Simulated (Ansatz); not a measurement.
**Si2Sn: the band gap up the ladder of functionals**

One table from this session's results is given with a row withheld; the runs are named, their logs left out.

Code: Ansatz 0.2.0. PAW datasets, plane waves. Simulation only: spin-unpolarised, and no claim that this is the phase found in nature.

## The cell

The cell was relaxed beforehand with r2SCAN.

The symmetry is P-3m1 (No. 164, trigonal); a = 4.119 Å, c = 10.107 Å in the conventional setting, 24.75 Å³ an atom. Around Si lie 1 Si at 2.34 Å and 3 Sn at 2.55 Å; around Si lie 3 Si at 2.48 Å and 1 Sn at 2.61 Å; around Sn lie 4 Si at 2.55–2.61 Å.

The structure in full:

```
Si Sn
1.0
     4.11879    0.00000    0.00000
    -2.05940    3.56698    0.00000
     0.00000    0.00000   10.10695
Si Sn
4 2
Cartesian
  0.0000 0.0000 8.9394
  2.0594 1.1890 5.4014
  0.0000 2.3780 4.7056
  0.0000 0.0000 1.1675
  0.0000 2.3780 2.0983
  2.0594 1.1890 8.0086
```

The first run:

File input.yaml:

```yaml
crystal:
  lattice:
    - [4.1187942775, 0.0, 0.0]
    - [-2.0593971388, 3.5669804773, 0.0]
    - [0.0, 0.0, 10.1069509235]
  atoms:
    - { symbol: Si, position: [0.0, 0.0, 0.8844816147] }
    - { symbol: Si, position: [0.6666666667, 0.3333333333, 0.5344215724] }
    - { symbol: Sn, position: [0.3333333333, 0.6666666667, 0.2076141189] }
    - { symbol: Sn, position: [0.6666666667, 0.3333333333, 0.7923858811] }
    - { symbol: Si, position: [0.3333333333, 0.6666666667, 0.4655784276] }
    - { symbol: Si, position: [0.0, 0.0, 0.1155183853] }
kpoints:
  mp_grid: { grid: [12, 12, 4] }
  band_path:
    path:
      - [[0.0, 0.0, 0.0], [0.5, 1.063553580474e-17, -1.647334443282e-18], [0.3333333333333, 0.3333333333333, -1.647334443282e-18], [0.0, 0.0, 0.0], [2.509999541609e-35, -1.096800535777e-36, 0.5], [0.5, 1.063553580474e-17, 0.5], [0.3333333333333, 0.3333333333333, 0.5], [2.509999541609e-35, -1.096800535777e-36, 0.5]]
      - [[0.5, 1.063553580474e-17, 0.5], [0.5, 1.063553580474e-17, -1.647334443282e-18]]
      - [[0.3333333333333, 0.3333333333333, 0.5], [0.3333333333333, 0.3333333333333, -1.647334443282e-18]]
    npoints: 10
hamiltonian:
  xc: pbe
scf:
  occupations: { method: fermi_dirac, width: 0.02 }
  n_extra_bands: 5
output:
  forces: true
  stress: true
  eigenvalues: true
```

Launch:

```console
$ ansatz run input.yaml --threads 4 --pin off --max-ram 6451MiB --backend cpu --events-out ev --progress --plain --runs-dir out
```

Steps of the session up to this table: PBE band path; r2SCAN at the same geometry; HSE06 at the same geometry; PBE+SOC.

One table of the session follows, with a row left open; its other results are not shown here.

```
  level  gap (eV)
    PBE     -0.02
 r2SCAN      0.20
  HSE06         ?
PBE+SOC      0.00
```

**Question.** Estimate the row for HSE06.

**Answer.** gap (eV): 0.50. In the column «gap (eV)» it is the highest.

Meshes: PBE 12×12×4, r2SCAN 12×12×4, HSE06 6×6×2, PBE+SOC 12×12×4

In words: PBE finds no gap, while r2SCAN, HSE06 open one of up to 0.50 eV: the level of theory decides whether this is called a metal.

To keep in mind: Warnings in the runs' records: stress exchange threshold loose, stress scf threshold loose.
